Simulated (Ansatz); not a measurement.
# Ca2Mg3C2: the cost of one run

Computed with Ansatz 0.2.0 (DFT PBE, scalar-relativistic, plane waves, PAW, unless a step names another level, unless a step's input says otherwise).

4 further runs of the same task are left out: 2 that didn't finish, 2 set aside as unsound or not needed.

### 1 Starting point

Symmetry: C2/m, No. 12, monoclinic system. The conventional cell has a = 13.349 Å, b = 3.572 Å, c = 6.315 Å, α = 90.00°, β = 90.08°, γ = 90.00°. Around Ca (site symmetry m) lie 4 C at 2.57 to 2.69 Å. Mg (site symmetry m) has 6 Mg at 3.11 to 3.57 Å and 4 Ca at 3.18 to 3.53 Å and 2 C at 3.28 Å as nearest neighbours. Mg (site symmetry 2/m) has 2 C at 2.55 Å as nearest neighbours. C (site symmetry m) has 1 C at 1.31 Å as nearest neighbours.

As a file:

```cif
data_structure
_symmetry_space_group_name_H-M 'P 1'
_symmetry_Int_Tables_number 1
_cell_length_a 6.9092
_cell_length_b 6.9092
_cell_length_c 6.3152
_cell_angle_alpha 90.081
_cell_angle_beta 90.081
_cell_angle_gamma 29.960
_cell_volume 150.55
loop_
_atom_site_label
_atom_site_type_symbol
_atom_site_fract_x
_atom_site_fract_y
_atom_site_fract_z
_atom_site_occupancy
Ca1 Ca 0.62247 0.62247 0.37391 1
Ca2 Ca 0.37753 0.37753 0.62609 1
Mg1 Mg 0.32086 0.32086 0.13690 1
Mg2 Mg 0.67914 0.67914 0.86310 1
Mg3 Mg 0.00000 0.00000 0.00000 1
C1 C 0.01531 0.01531 0.59830 1
C2 C 0.98469 0.98469 0.40170 1
```

It came out lowest among 22 distinct ends of the trial cells. At a tolerance of 0.05 Å it has space group C2/m (No. 12).

### 2 A stricter relaxation, on the response runs' mesh and smearing

Contents of input.yaml:

```yaml
crystal:
  lattice:
    - [6.6742228226, -1.7858712185, 0.0480916326]
    - [6.6742228226, 1.7858712185, 0.0480916326]
    - [-0.0546906176, 0.0, 6.3149420609]
  atoms:
    - { symbol: Ca, position: [0.622474554, 0.622474554, 0.3739102015] }
    - { symbol: Ca, position: [0.377525446, 0.377525446, 0.6260897985] }
    - { symbol: Mg, position: [0.3208626868, 0.3208626868, 0.1368991948] }
    - { symbol: Mg, position: [0.6791373132, 0.6791373132, 0.8631008052] }
    - { symbol: Mg, position: [0.0, 0.0, 0.0] }
    - { symbol: C, position: [0.0153093682, 0.0153093682, 0.5982951313] }
    - { symbol: C, position: [0.9846906318, 0.9846906318, 0.4017048687] }
basis:
  ecutwfc: 420
kpoints:
  mp_grid: { grid: [10, 10, 6] }
hamiltonian:
  xc: pbe
scf:
  occupations: { method: gaussian, width: 0.1 }
output:
  forces: true
  stress: true
  eigenvalues: true
relax:
  adjacent_minimum: "off"
  f_tol: 0.001
  max_steps: 60
  cell: { stress_tol: 0.01 }
```

Run with:

```bash
> ansatz run input.yaml --threads 3 --pin off --max-ram 7680MiB --backend cpu --events-out ev --progress --plain --runs-dir out
```

**Question.** How long does this run take on 3 threads of Arm Neoverse V2, shared host, and how much memory does it need?

About 84 s, with a peak of 0.93 GiB.
